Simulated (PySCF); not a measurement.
# C5H12OSSi: magnetic properties

What do calculations give for the magnetic properties of C5H12OSSi (`CS[SiH2]OC=C(C)C`)?

Computed with PySCF 2.14.0 and routines of our own; the level stands in each step. Atoms count from 0.

## Step 1: The starting structure

20 atoms, charge 0, multiplicity 1; geometry from: GFN2-xTB.

## Step 2: Magnetic properties: GIAO PBE/pcSseg-1

The job: settings as JSON, then the geometry in Å.

```
{"job": {"kind": "mag", "xc": "PBE", "basis": "pcSseg-1", "isotopologues": 2}, "charge": 0, "multiplicity": 1}
C      4.526629     0.041366    -0.354035
S      2.949512     0.881824    -0.686885
Si     1.662748    -0.686237    -0.050858
O      0.208521    -0.031342    -0.250104
C     -1.021630    -0.581714    -0.073760
C     -2.137131     0.136964    -0.102294
C     -2.128843     1.619280    -0.315231
C     -3.477992    -0.503383     0.080367
H      4.553783    -0.907607    -0.879300
H      4.638239    -0.116444     0.713940
H      5.316651     0.689639    -0.717199
H      1.873899    -1.865001    -0.891566
H      1.933679    -1.022888     1.346557
H     -1.030446    -1.651828     0.088366
H     -2.593497     2.122316     0.532298
H     -2.696283     1.874596    -1.209451
H     -1.111493     1.981336    -0.428404
H     -4.099108    -0.327165    -0.796885
H     -3.384483    -1.574919     0.233243
H     -3.987903    -0.068114     0.938771
```

Method: GIAO PBE/pcSseg-1 magnetisability, rotational g tensor and spin-rotation constants, non-relativistic, gas phase.

The run is started by

```console
OMP_NUM_THREADS=1 python excited_run.py task.json out
```

This one command runs all jobs of the session in turn.

The log of the run:

```text
coarse grid: 17208 points
cycle   1  E = -959.7137101248  dE =  7.399e-01  |g| = 8.722e-01  |ddm| = 4.086e+00
cycle   2  E = -959.2784021105  dE =  4.353e-01  |g| = 1.685e+00  |ddm| = 2.814e+00
cycle   3  E = -959.8659203097  dE = -5.875e-01  |g| = 2.651e-01  |ddm| = 2.256e+00
cycle   4  E = -959.8777664219  dE = -1.185e-02  |g| = 1.117e-01  |ddm| = 3.129e-01
cycle   5  E = -959.8797469143  dE = -1.980e-03  |g| = 6.642e-02  |ddm| = 1.625e-01
cycle   6  E = -959.8808895129  dE = -1.143e-03  |g| = 1.519e-02  |ddm| = 7.220e-02
cycle   7  E = -959.8809423275  dE = -5.281e-05  |g| = 4.361e-03  |ddm| = 1.598e-02
cycle   8  E = -959.8809472548  dE = -4.927e-06  |g| = 1.137e-03  |ddm| = 5.706e-03
final grid: 155384 points
cycle   9  E = -959.9621802122  dE = -2.014e-05  |g| = 1.993e-02  |ddm| = 4.309e-02
cycle  10  E = -959.9619316375  dE =  2.486e-04  |g| = 3.929e-02  |ddm| = 4.755e-02
cycle  11  E = -959.9622509154  dE = -3.193e-04  |g| = 7.915e-03  |ddm| = 3.809e-02
cycle  12  E = -959.9622664787  dE = -1.556e-05  |g| = 1.023e-03  |ddm| = 8.192e-03
cycle  13  E = -959.9622667210  dE = -2.422e-07  |g| = 3.870e-04  |ddm| = 1.397e-03
cycle  14  E = -959.9622667592  dE = -3.828e-08  |g| = 7.333e-05  |ddm| = 4.312e-04
cycle  15  E = -959.9622667605  dE = -1.269e-09  |g| = 2.568e-05  |ddm| = 1.150e-04
cycle  16  E = -959.9622667606  dE = -1.367e-10  |g| = 7.956e-06  |ddm| = 2.920e-05
converged SCF energy = -959.9622667606

Magnetisability tensor (1e-30 J/T^2)
    -1609.29       50.65      -30.58
       50.65    -1487.41      -21.41
      -30.58      -21.41    -1642.22
isotropic -1579.64   principal values   -1660.93  -1614.20  -1463.80
isotropic susceptibility -95.128 1e-6 cm^3/mol

Inertial axes            a          b          c
rot. const./GHz      4.5136     0.5248     0.4780
chi total           -96.564    -89.732    -99.089
chi diamagnetic    -423.214  -2469.685  -2702.373
chi paramagnetic    326.650   2379.953   2603.284
quadrupole/D A       11.870     -3.880     -7.990
g nuclear            0.6467     0.5821     0.5829
g electronic        -0.6926    -0.5868    -0.5846
g total             -0.0459    -0.0047    -0.0017

Spin-rotation constants (kHz, H = +C I.J)
atom  isotope        aa         bb         cc
  8     1H       -0.455     -0.021     -0.026
  9     1H       -0.461     -0.049      0.001
 10     1H       -0.128     -0.029     -0.052
 11     1H       -0.323     -0.014     -0.007
 12     1H       -0.340     -0.032      0.011
 13     1H       -0.392      0.047     -0.054
 14     1H       -0.366     -0.049     -0.010
 15     1H       -0.367     -0.040     -0.018
 16     1H        0.088     -0.040     -0.052
 17     1H       -0.299     -0.048     -0.015
 18     1H       -0.463      0.017     -0.058
 19     1H       -0.304     -0.055     -0.009
  0    13C*       0.623      0.068      0.061
  1    33S*       0.404      0.104      0.103
  2   29Si*      -2.545     -0.353     -0.329
  3    17O*      -0.859     -0.076     -0.034
  4    13C*       1.512      0.213      0.115
  5    13C*       1.811      0.199      0.068
  6    13C*       0.768      0.071      0.063
  7    13C*       0.655      0.082      0.077
* in the singly substituted isotopologue

Isotopologues: g along a, b, c
2H    at 8,9,10,11,12,1    -0.0358    -0.0041    -0.0014
13C   at 0                 -0.0459    -0.0047    -0.0016
```

Wall time 60 s (1 thread of Arm Neoverse V1, shared host); peak memory 0.76 GiB.

In short:

| quantity | value |
| --- | --- |
| magnetisability | -1580·10⁻³⁰ J/T² |
| molar susceptibility | -95.1·10⁻⁶ cm³/mol |
| rotational g (a, b, c) | -0.0459, -0.0047, -0.0017 |

## Step 3: Magnetic properties: GIAO OLYP/def2-SVP

The job, as its differences from that of step 2:

```diff
@@ -1,2 +1,2 @@
-{"job": {"kind": "mag", "xc": "PBE", "basis": "pcSseg-1", "isotopologues": 2}, "charge": 0, "multiplicity": 1}
+{"job": {"kind": "mag", "xc": "OLYP", "basis": "def2-SVP", "scf": {"aux": "def2-universal-jkfit"}}, "charge": 0, "multiplicity": 1}
 C      4.526629     0.041366    -0.354035
```

Method: GIAO OLYP/def2-SVP magnetisability, rotational g tensor and spin-rotation constants, non-relativistic, gas phase.

The log of the run:

```text
final grid: 155384 points
cycle   1  E = -960.0159727453  dE =  6.605e-01  |g| = 7.981e-01  |ddm| = 4.599e+00
cycle   2  E = -959.6503080073  dE =  3.657e-01  |g| = 1.529e+00  |ddm| = 2.940e+00
cycle   3  E = -960.1562223128  dE = -5.059e-01  |g| = 2.191e-01  |ddm| = 2.148e+00
cycle   4  E = -960.1646733642  dE = -8.451e-03  |g| = 1.072e-01  |ddm| = 3.371e-01
cycle   5  E = -960.1668849707  dE = -2.212e-03  |g| = 5.547e-02  |ddm| = 1.707e-01
cycle   6  E = -960.1677159216  dE = -8.310e-04  |g| = 1.229e-02  |ddm| = 6.806e-02
cycle   7  E = -960.1677530472  dE = -3.713e-05  |g| = 3.122e-03  |ddm| = 1.477e-02
cycle   8  E = -960.1677559185  dE = -2.871e-06  |g| = 7.775e-04  |ddm| = 4.686e-03
cycle   9  E = -960.1677560628  dE = -1.443e-07  |g| = 2.269e-04  |ddm| = 9.010e-04
cycle  10  E = -960.1677560769  dE = -1.409e-08  |g| = 4.719e-05  |ddm| = 2.980e-04
cycle  11  E = -960.1677560772  dE = -3.415e-10  |g| = 3.601e-05  |ddm| = 1.051e-04
cycle  12  E = -960.1677560776  dE = -3.326e-10  |g| = 4.641e-06  |ddm| = 4.472e-05
converged SCF energy = -960.1677560776

Magnetisability tensor (1e-30 J/T^2)
    -1599.15       49.72      -29.44
       49.72    -1483.53      -20.65
      -29.44      -20.65    -1639.76
isotropic -1574.15   principal values   -1655.40  -1606.91  -1460.14
isotropic susceptibility -94.797 1e-6 cm^3/mol

Inertial axes            a          b          c
rot. const./GHz      4.5136     0.5248     0.4780
chi total           -95.966    -89.518    -98.908
chi diamagnetic    -420.921  -2468.231  -2701.369
chi paramagnetic    324.955   2378.712   2602.461
quadrupole/D A       10.666     -3.660     -7.005
g nuclear            0.6467     0.5821     0.5829
g electronic        -0.6891    -0.5865    -0.5844
g total             -0.0423    -0.0044    -0.0015

Spin-rotation constants (kHz, H = +C I.J)
atom  isotope        aa         bb         cc
  8     1H       -0.464     -0.022     -0.026
  9     1H       -0.469     -0.050      0.001
 10     1H       -0.137     -0.030     -0.053
 11     1H       -0.328     -0.015     -0.007
 12     1H       -0.344     -0.033      0.011
 13     1H       -0.414      0.046     -0.054
 14     1H       -0.374     -0.049     -0.010
 15     1H       -0.374     -0.041     -0.018
 16     1H        0.085     -0.041     -0.052
 17     1H       -0.299     -0.050     -0.015
 18     1H       -0.472      0.017     -0.058
 19     1H       -0.304     -0.056     -0.009
  0    13C*       0.547      0.062      0.055
  1    33S*       0.350      0.092      0.089
  2   29Si*      -2.220     -0.305     -0.282
  3    17O*      -0.787     -0.072     -0.028
  4    13C*       1.383      0.193      0.100
  5    13C*       1.637      0.179      0.060
  6    13C*       0.664      0.064      0.057
  7    13C*       0.587      0.071      0.069
* in the singly substituted isotopologue
```

Run time: 43 s. Hardware: 1 thread of Arm Neoverse V1, shared host; peak memory 0.76 GiB.

In short:

| quantity | value |
| --- | --- |
| magnetisability | -1574·10⁻³⁰ J/T² |
| molar susceptibility | -94.8·10⁻⁶ cm³/mol |
| rotational g (a, b, c) | -0.0423, -0.0044, -0.0015 |

## Step 4: Magnetic properties side by side

| level | ξ (10⁻³⁰ J/T²) | g(a) | g(b) | gap (eV) | functions | time |
| --- | --- | --- | --- | --- | --- | --- |
| GIAO PBE/pcSseg-1 | -1580 | -0.0459 | -0.0047 | 4.31 | 210 | 60 s |
| GIAO OLYP/def2-SVP | -1574 | -0.0423 | -0.0044 | 4.62 | 180 | 43 s |

## Step 5: Summary of results

```
                                          quantity                      value
       magnetisability (step 2, GIAO PBE/pcSseg-1)           -1580·10⁻³⁰ J/T²
  molar susceptibility (step 2, GIAO PBE/pcSseg-1)         -95.1·10⁻⁶ cm³/mol
rotational g (a, b, c) (step 2, GIAO PBE/pcSseg-1)  -0.0459, -0.0047, -0.0017
                   magnetisability over the levels  -1580 to -1574·10⁻³⁰ J/T²
```

In words: The magnetisability spreads by 0.3 % over 2 levels, from GIAO PBE/pcSseg-1 (60 s) to GIAO OLYP/def2-SVP (43 s); the runs took 43 s to 60 s. Two levels can agree by chance, so this spread shows no convergence. Vibrational averaging and real surroundings are missing from these values.
